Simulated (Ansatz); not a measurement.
# Ge: the cost of one run

Program: Ansatz 0.2.0. Level of theory: DFT PBE, scalar-relativistic, plane waves, PAW. These are calculated values, not measurements.

**1. The system as given**

It takes space group Fd-3m (No. 227, cubic). Conventional cell: a = 5.658 Å, b = 5.658 Å, c = 5.658 Å, α = 90.00°, β = 90.00°, γ = 90.00°. Ge (site symmetry -43m) has 4 Ge at 2.45 Å as nearest neighbours.

Coordinates:

```cif
data_structure
_symmetry_space_group_name_H-M 'Fd-3m:1'
_symmetry_Int_Tables_number 227
_cell_length_a 5.6578
_cell_length_b 5.6578
_cell_length_c 5.6578
_cell_angle_alpha 90.000
_cell_angle_beta 90.000
_cell_angle_gamma 90.000
_cell_volume 181.11
loop_
_atom_site_label
_atom_site_type_symbol
_atom_site_symmetry_multiplicity
_atom_site_Wyckoff_symbol
_atom_site_fract_x
_atom_site_fract_y
_atom_site_fract_z
_atom_site_occupancy
Ge1 Ge 8 a 0.00000 0.00000 0.00000 1
```

The runs take a perfect supercell of 54 atoms; the defect goes to fractional position (0.000, 0.000, 0.000).

**2. The perfect supercell**

input.yaml

```yaml
crystal:
  lattice:
    - [0.0, 8.48673, 8.48673]
    - [8.48673, 0.0, 8.48673]
    - [8.48673, 8.48673, 0.0]
  atoms:
    - { symbol: Ge, position: [0.0, 0.0, 0.0] }
    - { symbol: Ge, position: [0.0, 0.0, 0.333333] }
    - { symbol: Ge, position: [0.0, 0.0, 0.666667] }
    - { symbol: Ge, position: [0.0, 0.333333, 0.0] }
    - { symbol: Ge, position: [0.0, 0.333333, 0.333333] }
    - { symbol: Ge, position: [0.0, 0.333333, 0.666667] }
    - { symbol: Ge, position: [0.0, 0.666667, 0.0] }
    - { symbol: Ge, position: [0.0, 0.666667, 0.333333] }
    - { symbol: Ge, position: [0.0, 0.666667, 0.666667] }
    - { symbol: Ge, position: [0.333333, 0.0, 0.0] }
    - { symbol: Ge, position: [0.333333, 0.0, 0.333333] }
    - { symbol: Ge, position: [0.333333, 0.0, 0.666667] }
    - { symbol: Ge, position: [0.333333, 0.333333, 0.0] }
    - { symbol: Ge, position: [0.333333, 0.333333, 0.333333] }
    - { symbol: Ge, position: [0.333333, 0.333333, 0.666667] }
    - { symbol: Ge, position: [0.333333, 0.666667, 0.0] }
    - { symbol: Ge, position: [0.333333, 0.666667, 0.333333] }
    - { symbol: Ge, position: [0.333333, 0.666667, 0.666667] }
    - { symbol: Ge, position: [0.666667, 0.0, 0.0] }
    - { symbol: Ge, position: [0.666667, 0.0, 0.333333] }
    - { symbol: Ge, position: [0.666667, 0.0, 0.666667] }
    - { symbol: Ge, position: [0.666667, 0.333333, 0.0] }
    - { symbol: Ge, position: [0.666667, 0.333333, 0.333333] }
    - { symbol: Ge, position: [0.666667, 0.333333, 0.666667] }
    - { symbol: Ge, position: [0.666667, 0.666667, 0.0] }
    - { symbol: Ge, position: [0.666667, 0.666667, 0.333333] }
    - { symbol: Ge, position: [0.666667, 0.666667, 0.666667] }
    - { symbol: Ge, position: [0.083333, 0.083333, 0.083333] }
    - { symbol: Ge, position: [0.083333, 0.083333, 0.416667] }
    - { symbol: Ge, position: [0.083333, 0.083333, 0.75] }
    - { symbol: Ge, position: [0.083333, 0.416667, 0.083333] }
    - { symbol: Ge, position: [0.083333, 0.416667, 0.416667] }
    - { symbol: Ge, position: [0.083333, 0.416667, 0.75] }
    - { symbol: Ge, position: [0.083333, 0.75, 0.083333] }
    - { symbol: Ge, position: [0.083333, 0.75, 0.416667] }
    - { symbol: Ge, position: [0.083333, 0.75, 0.75] }
    - { symbol: Ge, position: [0.416667, 0.083333, 0.083333] }
    - { symbol: Ge, position: [0.416667, 0.083333, 0.416667] }
    - { symbol: Ge, position: [0.416667, 0.083333, 0.75] }
    - { symbol: Ge, position: [0.416667, 0.416667, 0.083333] }
    - { symbol: Ge, position: [0.416667, 0.416667, 0.416667] }
    - { symbol: Ge, position: [0.416667, 0.416667, 0.75] }
    - { symbol: Ge, position: [0.416667, 0.75, 0.083333] }
    - { symbol: Ge, position: [0.416667, 0.75, 0.416667] }
    - { symbol: Ge, position: [0.416667, 0.75, 0.75] }
    - { symbol: Ge, position: [0.75, 0.083333, 0.083333] }
    - { symbol: Ge, position: [0.75, 0.083333, 0.416667] }
    - { symbol: Ge, position: [0.75, 0.083333, 0.75] }
    - { symbol: Ge, position: [0.75, 0.416667, 0.083333] }
    - { symbol: Ge, position: [0.75, 0.416667, 0.416667] }
    - { symbol: Ge, position: [0.75, 0.416667, 0.75] }
    - { symbol: Ge, position: [0.75, 0.75, 0.083333] }
    - { symbol: Ge, position: [0.75, 0.75, 0.416667] }
    - { symbol: Ge, position: [0.75, 0.75, 0.75] }
basis:
  ecutwfc: 420
  fft_grid_basis: typed
kpoints:
  mp_grid: { grid: [1, 1, 1] }
hamiltonian:
  xc: pbe
  pseudopotentials: { kind: paw }
scf:
  occupations: { method: gaussian, width: 0.05 }
output:
  forces: true
  stress: false
  eigenvalues: true
  bader: false
  write_density: true
  volumetric_format: npy
```

Run with:

```bash
ansatz run input.yaml --threads 8 --pin off --max-ram 16384MiB --backend cpu --events-out ev --progress --plain --runs-dir out
```

**Question.** How long does this run take on 8 threads of Intel Xeon Platinum 8488C (Sapphire Rapids), shared host, and how much memory does it need?

About 4.3 s, with a peak of 1.9 GiB.
